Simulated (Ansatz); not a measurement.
**H2O3 (trioxidane) at RPA@PBE/cc-pVTZ**

What is the electronic atomisation energy of H2O3 (trioxidane) at RPA@PBE/cc-pVTZ? 

The calculation is run with Ansatz 0.2.0.

27 further runs of the same task are left out: 27 set aside as unsound or not needed.

## 1. The system as given

H2O3 has 5 atoms, charge 0, and is taken as a singlet. As SMILES, `OOO`. The shape is that of a PBE0-D4/def2-TZVP optimisation. This is a higher conformer, about 11 kJ/mol above the lowest found by a separate search.

Bond lengths: O1–O2 1.403 Å, O2–O3 1.403 Å, O1–H4 0.968 Å, O3–H5 0.968 Å. Angles: O1–O2–O3 108.0°, O2–O1–H4 102.8°, O2–O3–H5 102.8°.

## 2. The energy at RPA@PBE/cc-pVTZ

molecule.yaml

```yaml
crystal:
  periodic: [false, false, false]
  atoms:
    - {symbol: O, position_ang: [-0.968320, -0.699970, -0.146130]}
    - {symbol: O, position_ang: [-0.133650, -0.043580, 0.770240]}
    - {symbol: O, position_ang: [1.173090, -0.066850, 0.261080]}
    - {symbol: H, position_ang: [-1.310410, 0.028200, -0.685190]}
    - {symbol: H, position_ang: [1.239280, 0.782200, -0.199990]}
basis:
  gaussian:
    orbitals: cc-pVTZ
hamiltonian:
  xc: pbe
correlation:
  method: rpa
  frozen_orbitals: {H: 0, O: 1}
magnetization:
  spin_polarized: false
accuracy: high
```

Launch:

```
$ ansatz run molecule.yaml --threads 1 --pin off --max-ram 3480MiB --events-out events.jsonl --progress --plain --runs-dir runs
```

The log of the run:

```text
Warning: RAYON_NUM_THREADS=1 ignored (pool sized by the plan → 1); use --threads N
Functional definition: PBE
  name "PBE"
  parameter kappa = 0.804
  parameter beta = 0.06672455060314922
  exchange = pbe_x(kappa = kappa, mu = beta*pi^2/3)
  correlation = pbe_c(beta = beta)
2102 factors; integrals over basis functions are off by at most 3.0e-9 eV
mean field evaluation 1: about -6160.7907 eV, gradient 5.3e1 eV
mean field evaluation 2: about -6160.7886 eV, gradient 5.3e1 eV
mean field evaluation 4: about -6164.1446 eV, gradient 2.4e1 eV
mean field evaluation 8: about -6165.0480 eV, gradient 1.7e-1 eV
mean field evaluation 16: about -6165.0481 eV, gradient 1.1e-5 eV
mean field -6165.04805072 eV, -226.5613370442 hartree, gradient 3.1e-8 eV, S^2 0.000000; 0 other end points of the search recorded, 0 dependent functions left out
3 core orbitals not correlated: weight in the atoms' cores, before any rotation towards them, 1.000 or more for the frozen orbitals, at most 0.000 for the correlated occupied ones
reference -6138.55889971 eV, -225.5878786998 hartree; 10, 10 occupied and 105, 105 virtual orbitals, 2102 factors
Total energy: -6168.98386003 eV, -226.7059753685 hartree
```

Run time: 11 s. Hardware: 1 thread of Arm Neoverse V1, shared host; peak memory 0.44 GiB.

## 3. The H atom at the same level

input.yaml

```yaml
crystal:
  periodic: [false, false, false]
  atoms:
    - {symbol: H, position_ang: [0.000000, 0.000000, 0.000000]}
basis:
  gaussian: {orbitals: cc-pVTZ}
magnetization: {spin_polarized: true, initial_magnetization: 1}
hamiltonian: {xc: pbe}
correlation: {method: rpa, frozen_orbitals: {H: 0}}
accuracy: high
```

Launch:

```
$ ansatz run input.yaml --threads 1 --pin off --max-ram 3480MiB --events-out events.jsonl --progress --plain --runs-dir runs
```

The log of the run:

```text
Warning: RAYON_NUM_THREADS=1 ignored (pool sized by the plan → 1); use --threads N
Functional definition: PBE
  name "PBE"
  parameter kappa = 0.804
  parameter beta = 0.06672455060314922
  exchange = pbe_x(kappa = kappa, mu = beta*pi^2/3)
  correlation = pbe_c(beta = beta)
92 factors; integrals over basis functions are off by at most 8.9e-10 eV
mean field evaluation 1: about -13.5920 eV, gradient 5.5e-1 eV
mean field evaluation 2: about -13.5907 eV, gradient 5.6e-1 eV
mean field evaluation 4: about -13.5953 eV, gradient 1.2e-3 eV
mean field evaluation 8: about -13.5953 eV, gradient 4.0e-8 eV
mean field -13.59533267 eV, -0.4996192606 hartree, gradient 4.5e-8 eV, S^2 0.750000; 0 other end points of the search recorded, 0 dependent functions left out
reference -13.58830765 eV, -0.4993610957 hartree; 1, 0 occupied and 13, 14 virtual orbitals, 92 factors
Total energy: -14.08488753 eV, -0.5176100698 hartree
```

Wall time 0.16 s (1 thread of Arm Neoverse V1, shared host).

## 4. The O atom at the same level

molecule.yaml

```yaml
crystal:
  periodic: [false, false, false]
  atoms:
    - {symbol: O, position_ang: [0.000000, 0.000000, 0.000000]}
basis:
  gaussian: {orbitals: cc-pVTZ}
magnetization: {spin_polarized: true, initial_magnetization: 2}
hamiltonian: {xc: {name: PBE}}
correlation: {method: rpa, frozen_orbitals: {O: 1}}
accuracy: high
```

Run the same way, it converges to -75.07219 Eh (log not shown).

## 5. What came out

Level: RPA@PBE/cc-pVTZ, 3 core orbitals frozen.

| quantity | value |
| --- | --- |
| molecule: total energy | -226.70598 Eh |
| molecule: RPA correlation energy (valence) | -1118.1 mEh |
| H atom: total energy | -0.51761 Eh |
| H atom: RPA correlation energy | -18.2 mEh |
| H atom: ⟨S²⟩ of the reference determinant | 0.750 |
| O atom: total energy | -75.07219 Eh |
| O atom: RPA correlation energy (valence) | -266.0 mEh |
| O atom: ⟨S²⟩ of the reference determinant | 2.002 |
| electronic atomisation energy | 12.359 eV |

**Reading.** Taking the molecule apart into free atoms costs 12.36 eV (1192 kJ/mol), before zero-point energy and without spin-orbit coupling.
